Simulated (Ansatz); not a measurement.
# C₃H₆FIn: a ladder of functionals and wavefunction methods

An exercise on one series of results from a longer session: the logs are not shown, and one member is left open.

Program: Ansatz 0.2.0, Gaussian basis. Level of theory: functionals in def2-TZVPP, the program's frozen cores in correlated methods. These are calculated values, not measurements.

Levels to be run: LDA (SPW92), PBE-D4, revPBE-D4, BLYP-D4, r2SCAN-D4, B97M-V, PBE0-D4, B3LYP-D4, r2SCANh-D4, r2SCAN0-D4, HSE06-D4, BHLYP-D4, CAM-B3LYP-D4, LC-ωPBE, ωB97X-V, ωB97M-V, B2PLYP, PBE-QIDH; CCSD(T)/def2-SVP; CCSD(T)/def2-TZVPP; MP2/def2-QZVPP; extrapolation to the limit; RPA on PBE.

1 further run of the same task is left out (for a known fault of the program).

### The relaxed structure

The geometry comes from an earlier relaxation with PBE0-D4 in a triple-zeta def2 set; it is a stationary point, not always the lowest conformer. In takes the def2 core potential; no spin-orbit term is included.

SMILES `C=[C](F)[InH][CH3]`, 11 atoms, charge 0, spin multiplicity 1.

Atoms are counted from 1 here; the program's logs count them from 0.

Bond lengths: C1–C2 1.327 Å, C1–H6 1.082 Å, C1–H7 1.086 Å, C2–F3 1.360 Å, C2–In4 2.161 Å, In4–C5 2.144 Å, In4–H8 1.726 Å, C5–H9 1.090 Å, C5–H10 1.093 Å, C5–H11 1.091 Å. Angles: C2–C1–H6 119.5°, C2–C1–H7 122.1°, H6–C1–H7 118.4°, C1–C2–F3 117.6°, C1–C2–In4 125.8°, F3–C2–In4 116.6°, C2–In4–C5 118.9°, C2–In4–H8 114.9°, C5–In4–H8 126.2°, In4–C5–H9 110.5°, In4–C5–H10 109.3°, In4–C5–H11 111.0°, H9–C5–H10 108.4°, H9–C5–H11 109.6°, H10–C5–H11 108.0°.

Geometry (Å):

```mol
C3H6FIn
  3D, bonds by distance, orders not assigned

 11 10  0  0  0  0  0  0  0  0999 V2000
   -0.9228   -0.1513    2.3895 C   0  0
   -0.1425   -0.3694    1.3386 C   0  0
    0.8933   -1.2366    1.4917 F   0  0
   -0.3674    0.5348   -0.6116 In  0  0
    1.0091    0.0002   -2.1660 C   0  0
   -1.7562    0.5338    2.3010 H   0  0
   -0.7542   -0.6402    3.3449 H   0  0
   -1.6882    1.6360   -0.7537 H   0  0
    1.9159   -0.4298   -1.7409 H   0  0
    0.5461   -0.7445   -2.8178 H   0  0
    1.2668    0.8670   -2.7756 H   0  0
  1  2  8  0
  2  3  8  0
  2  4  8  0
  4  5  8  0
  1  6  8  0
  1  7  8  0
  4  8  8  0
  5  9  8  0
  5 10  8  0
  5 11  8  0
M  END
```

The first run:

Contents of in.yaml:

```yaml
crystal:
  periodic: [false, false, false]
  atoms:
    - {symbol: C, position_ang: [-0.922801, -0.151277, 2.389521]}
    - {symbol: C, position_ang: [-0.142459, -0.369361, 1.338571]}
    - {symbol: F, position_ang: [0.893304, -1.236570, 1.491666]}
    - {symbol: In, position_ang: [-0.367420, 0.534760, -0.611566]}
    - {symbol: C, position_ang: [1.009132, 0.000183, -2.166026]}
    - {symbol: H, position_ang: [-1.756184, 0.533797, 2.300999]}
    - {symbol: H, position_ang: [-0.754217, -0.640200, 3.344877]}
    - {symbol: H, position_ang: [-1.688179, 1.636022, -0.753664]}
    - {symbol: H, position_ang: [1.915919, -0.429833, -1.740911]}
    - {symbol: H, position_ang: [0.546104, -0.744517, -2.817833]}
    - {symbol: H, position_ang: [1.266801, 0.866985, -2.775616]}
basis:
  gaussian: {orbitals: def2-TZVPP}
hamiltonian: {xc: lda}
output: {orbitals: {seedname: orbitals}}
```

The run is started by

```
ansatz run in.yaml --threads 4 --pin off --events-out ev --progress --plain --max-ram 10444MiB
```

Among the steps run: LDA; PBE-D4 (GGA); revPBE-D4 (GGA); BLYP-D4 (GGA); r2SCAN-D4 (meta-GGA); B97M-V (meta-GGA); PBE0-D4 (hybrid); B3LYP-D4 (hybrid); r2SCANh-D4 (hybrid); r2SCAN0-D4 (hybrid); HSE06-D4 (hybrid); BHLYP-D4 (hybrid); CAM-B3LYP-D4 (range-separated); LC-ωPBE (range-separated); ωB97X-V (range-separated); ωB97M-V (range-separated); B2PLYP (double hybrid); PBE-QIDH (double hybrid).

One of the session's tables, all rows but one given; the rest of the session is left out.

It belongs to the step «Frontier levels by functional». 

```
  functional  HOMO (eV)  LUMO (eV)  gap (eV)
 LDA (SPW92)      -6.52      -2.68      3.84
      PBE-D4      -6.29      -2.40      3.89
   revPBE-D4      -6.21      -2.28      3.93
     BLYP-D4      -6.14      -2.36      3.78
   r2SCAN-D4      -6.51      -2.18      4.33
      B97M-V      -6.53      -2.38      4.15
     PBE0-D4      -7.48      -1.66      5.82
    B3LYP-D4      -7.25      -1.94      5.31
  r2SCANh-D4      -6.96      -1.92      5.04
  r2SCAN0-D4          ?          ?         ?
    HSE06-D4      -7.07      -2.02      5.05
    BHLYP-D4      -8.50      -1.00      7.51
CAM-B3LYP-D4      -8.82      -0.85      7.97
     LC-ωPBE     -10.19       0.27     10.46
     ωB97X-V      -9.81       0.13      9.94
     ωB97M-V      -9.73      -0.14      9.58
```

Q: Estimate the row for r2SCAN0-D4 from the others.

Worked estimate for «HOMO (eV)». Against the share of exact exchange, r2SCAN-D4 (0, -6.51), r2SCANh-D4 (0.1, -6.96) give a slope of -4.50 per unit share; at 0.25 the line stands at -7.63.

**Answer.** HOMO (eV): -7.63; LUMO (eV): -1.53; gap (eV): 6.10. In «HOMO (eV)» the line misses by 0.00.
